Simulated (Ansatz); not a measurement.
# CH6FGeNS: the cost of one run

All numbers below are computed with Ansatz 0.2.0 (RKS PBE/def2-SVP).

## 1. The structure to begin with

Bond lengths: N1–C2 1.472 Å, C2–Ge3 1.933 Å, Ge3–F4 1.751 Å, Ge3–S5 2.253 Å, N1–H6 1.028 Å, N1–H7 1.092 Å, C2–H8 1.064 Å, C2–H9 1.098 Å, Ge3–H10 1.505 Å, S5–H11 1.388 Å. Angles (14 of 16 angles, heavy atoms first): N1–C2–Ge3 108.1°, C2–Ge3–F4 111.0°, C2–Ge3–S5 109.5°, F4–Ge3–S5 105.7°, N1–C2–H8 111.1°, N1–C2–H9 109.2°, Ge3–C2–H8 108.2°, Ge3–C2–H9 110.8°, C2–N1–H6 108.8°, C2–N1–H7 104.4°, C2–Ge3–H10 111.0°, F4–Ge3–H10 110.9°, S5–Ge3–H10 108.6°, Ge3–S5–H11 91.9°.

Structure file:

```xyz
11

N    -0.4090    1.0295    1.3297
C    -0.9083    0.5960    0.0144
Ge    0.1000   -0.9621   -0.5251
F     0.0562   -2.1981    0.7140
S     2.2710   -0.4075   -0.7566
H     0.5037    1.4865    1.2041
H    -1.0495    1.8728    1.5981
H    -1.9367    0.3263    0.0649
H    -0.7796    1.4136   -0.7076
H    -0.4004   -1.5017   -1.8384
H     2.6181   -1.7123   -1.0770
```

## 2. End point A

Input file input.yaml:

```yaml
crystal:
  periodic: [false, false, false]
  atoms:
    - { symbol: "N", position_ang: [-0.409, 1.0295, 1.3297] }
    - { symbol: C, position_ang: [-0.9083, 0.596, 0.0144] }
    - { symbol: Ge, position_ang: [0.1, -0.9621, -0.5251] }
    - { symbol: F, position_ang: [0.0562, -2.1981, 0.714] }
    - { symbol: S, position_ang: [2.271, -0.4075, -0.7566] }
    - { symbol: H, position_ang: [0.5037, 1.4865, 1.2041] }
    - { symbol: H, position_ang: [-1.0495, 1.8728, 1.5981] }
    - { symbol: H, position_ang: [-1.9367, 0.3263, 0.0649] }
    - { symbol: H, position_ang: [-0.7796, 1.4136, -0.7076] }
    - { symbol: H, position_ang: [-0.4004, -1.5017, -1.8384] }
    - { symbol: H, position_ang: [2.6181, -1.7123, -1.077] }
basis:
  gaussian: { orbitals: def2-SVP }
hamiltonian:
  xc: pbe
relax:
  f_tol: 0.015
  max_steps: 40
```

Launch:

```sh
ansatz run input.yaml --threads 2 --pin off --max-ram 3072MiB --backend cpu --events-out ev --progress --plain --runs-dir out
```

**Question.** How long does this run take on 2 threads of Intel Xeon Platinum 8175M at 2.50GHz (Skylake/Cascade Lake), shared host, and how much memory does it need?

About 75 s, with a peak of 0.21 GiB.
